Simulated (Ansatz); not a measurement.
**k/cubic: the band gap up the ladder of functionals**

One table from this session's results is given with a row withheld; the runs are named, their logs left out.

Program: Ansatz 0.2.0. PAW datasets, plane waves. All values are calculated for a non-magnetic cell, which may be hypothetical.

### The system as given

The cell was relaxed beforehand with r2SCAN.

The symmetry is Cmmm (No. 65, orthorhombic); a = 7.236 Å, b = 10.136 Å, c = 3.550 Å in the conventional setting, 10.85 Å³ an atom. Near Sn stand 8 O at 2.18–2.21 Å; near O stand 3 Sn at 2.18–2.21 Å and 1 Hf at 2.21 Å; near Hf stand 8 O at 2.18–2.21 Å; near O stand 4 Sn at 2.18–2.21 Å; near O stand 2 Hf at 2.18 Å and 2 Sn at 2.21 Å.

The structure in full:

```cif
data_structure
_symmetry_space_group_name_H-M 'Cmmm'
_symmetry_Int_Tables_number 65
_cell_length_a 7.2355
_cell_length_b 10.1362
_cell_length_c 3.5498
_cell_angle_alpha 90.000
_cell_angle_beta 90.000
_cell_angle_gamma 90.000
_cell_volume 260.34
loop_
_atom_site_label
_atom_site_type_symbol
_atom_site_symmetry_multiplicity
_atom_site_Wyckoff_symbol
_atom_site_fract_x
_atom_site_fract_y
_atom_site_fract_z
_atom_site_occupancy
Sn1 Sn 4 e 0.25000 0.25000 0.00000 1
O1 O 8 q 0.24987 0.87531 0.50000 1
Hf1 Hf 2 c 0.50000 0.00000 0.50000 1
O2 O 4 i 0.50000 0.62541 0.00000 1
O3 O 4 i 0.50000 0.87462 0.00000 1
Sn2 Sn 2 d 0.00000 0.00000 0.50000 1
```

Set-up of the first run:

input.yaml reads:

```yaml
crystal:
  lattice:
    - [3.6177740417, -5.0681159511, 0.0]
    - [3.6177740417, 5.0681159511, 0.0]
    - [0.0, 0.0, 3.5497650641]
  atoms:
    - { symbol: Sn, position: [0.0, 0.5, 0.0] }
    - { symbol: O, position: [0.3745647612, 0.1251773854, 0.5] }
    - { symbol: O, position: [0.1251773854, 0.3745647612, 0.5] }
    - { symbol: Hf, position: [0.5, 0.5, 0.5] }
    - { symbol: O, position: [0.8745918119, 0.1254081881, 0.0] }
    - { symbol: O, position: [0.6253806333, 0.3746193667, 0.0] }
    - { symbol: Sn, position: [0.0, 0.0, 0.5] }
    - { symbol: O, position: [0.3746193667, 0.6253806333, 0.0] }
    - { symbol: O, position: [0.1254081881, 0.8745918119, 0.0] }
    - { symbol: Sn, position: [0.5, 0.0, 0.0] }
    - { symbol: O, position: [0.8748226146, 0.6254352388, 0.5] }
    - { symbol: O, position: [0.6254352388, 0.8748226146, 0.5] }
kpoints:
  mp_grid: { grid: [4, 4, 8] }
  band_path:
    path:
      - [[0.0, 0.0, 0.0], [-0.5, 0.5, 3.238916971521e-35], [-0.3773883758408, 0.6226116241592, 1.296603599071e-35]]
      - [[0.3773883758408, 0.3773883758408, -5.978278927705e-35], [0.0, 0.0, 0.0], [-4.08351059407e-51, 3.349424516711e-51, 0.5], [0.3773883758408, 0.3773883758408, 0.5]]
      - [[-0.3773883758408, 0.6226116241592, 0.5], [-0.5, 0.5, 0.5], [-0.5, 0.5, 3.238916971521e-35]]
      - [[0.0, 0.0, 0.0], [-2.170565641803e-17, 0.5, -2.340837664317e-35], [-2.170565641803e-17, 0.5, 0.5], [-4.08351059407e-51, 3.349424516711e-51, 0.5], [-0.5, 0.5, 0.5]]
    npoints: 10
hamiltonian:
  xc: pbe
scf:
  occupations: { method: fermi_dirac, width: 0.02 }
  n_extra_bands: 7
output:
  forces: true
  stress: true
  eigenvalues: true
  write_density: true
  write_potential: true
  elf: true
  volumetric_format: npy
```

Among the steps run: Band structure with PBE; r2SCAN at the same geometry; HSE06 at the same geometry; PBE+SOC at the same geometry; Single point with PBE0.

One of the session's tables, all rows but one given; the rest of the session is left out.

| level | gap (eV) |
| --- | --- |
| PBE | 1.07 |
| r2SCAN | 1.59 |
| HSE06 | 2.44 |
| PBE+SOC | 1.07 |
| PBE0 | ? |

**Question.** Estimate the row for PBE0.

As computed: gap (eV): 3.15. In the column «gap (eV)» it is the highest.

Meshes: PBE 4×4×8, r2SCAN 4×4×8, HSE06 4×4×4, PBE+SOC 4×4×8, PBE0 4×4×4

What this shows: The gap runs from 1.07 eV (PBE) to 3.15 eV (PBE0). PBE reaches 44 % of the HSE06 value, and r2SCAN 65 %. PBE0 lies 0.71 eV above HSE06, which differs from it by screening the long-range exchange.

To keep in mind: Warnings in the runs' records: stress scf threshold loose, stress exchange threshold loose.
